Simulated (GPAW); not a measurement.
Runs of GPAW 26.7.0 on SnO (Romarchite). It takes space group P4/nmm (No. 129, tetragonal). The conventional cell has a = 3.799 Å, b = 3.799 Å, c = 4.841 Å, α = 90.00°, β = 90.00°, γ = 90.00°. Around Sn (site symmetry 4mm) lie 4 O at 2.22 Å. O (site symmetry -4m2) is surrounded by 4 Sn at 2.22 Å. 

```csv
task,level,potentials or basis,smearing,maxiter,convergence,kernel,eta,response ecut,gap on the mesh (eV),pressure (GPa),largest force (eV/Å)
single point,PBE,"GPAW PAW data sets (gpaw-data 1.2.1), pw",fermi-dirac 0.05 eV,120,default,-,-,-,none,(a),0.45
single point,LDA,"the program's PAW data sets (release 1.2.1) made for this functional, pw",fermi-dirac 0.05 eV,120,default,-,-,-,0.14,-5.8,0.17
optical spectrum,PBE,"GPAW PAW data sets (gpaw-data 1.2.1), pw",fermi-dirac 0.05 eV,150,-,RPA,0.2 eV,40 eV,none,-,-
optical spectrum,LDA,"the program's PAW data sets (release 1.2.1) made for this functional, pw",fermi-dirac 0.001 eV,150,-,RPA,0.2 eV,40 eV,0.14,-,-
```

Alike in all rows: no spin polarisation; cell as given; k mesh 8 × 8 × 6; cutoff (eV) 600.

Task: Estimate the missing entries.

Result: (a) 1.4.

Caveats: the cutoff is short for stress and forces, so pressures can be off by a GPa or more (some runs); spin-orbit coupling is left out, which moves the levels of the heavy elements (some runs); the long-wavelength limit can be off by a per cent or two (some runs); independent-particle spectra lack excitons (some runs); the intraband term hangs on this k mesh (some runs); an odd mesh through Γ misses points on the zone boundary, where band edges often lie (some runs).

A k mesh can miss the band edges, and the runs leave out spin-orbit coupling on Sn.

A gap of «none» marks a metal or a gap under the smearing width.
